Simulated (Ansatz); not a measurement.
The system is Cu3O2.

```xyz
5
Lattice="-2.0230 2.0230 3.6736 2.0230 -2.0230 3.6736 2.0230 2.0230 -3.6736" Properties=species:S:1:pos:R:3 pbc="T T T"
Cu    0.0000    0.0000    0.0000
Cu    0.0000    2.0230    1.8368
Cu    2.0230    0.0000    1.8368
O     0.0000    2.0230    0.0000
O     2.0230    0.0000    0.0000
```

The cell comes from a database or a generator and needn't be the stable form of this composition.

Base run:

```yaml
Program: Ansatz 0.2.0
Functional: BLYP
Potentials_or_basis: Ansatz PAW
Cutoff: "420 eV (not typed: the program's choice for these potentials)"
k_mesh: 9 × 9 × 9
Occupations: fermi-dirac, width 0.05 eV
Spin: no spin polarisation
```

Its results: band gap on the k mesh none (metal or under the smearing width); pressure 6.4 GPa.

Question: After a change of settings the same cell gave: band gap on the k mesh none (metal or under the smearing width); pressure 5.4 GPa. Which change was it?
A. functional from BLYP to r2SCAN; cutoff from 420 eV (not typed: the program's choice for these potentials) to 500 eV (not typed: the program's choice for these potentials)
B. functional from BLYP to PBEsol
C. functional from BLYP to RPBE
D. functional from BLYP to LDA

Answer: C.

Caveats: an odd number of electrons without spin polarisation forces a metal; a magnetic or distorted state may lie lower; the run has no spin polarisation, though such a crystal can be magnetic; semilocal functionals often make such compounds metallic where correlation or magnetic order opens a gap, which also shifts bond lengths; the PAW data sets come from PBE, with cores solved anew for the run's functional, which leaves a small shift of forces and pressure; the density of states is complete only up to the lowest level of the last band computed.

Runs at the PBE level aren't shown here.
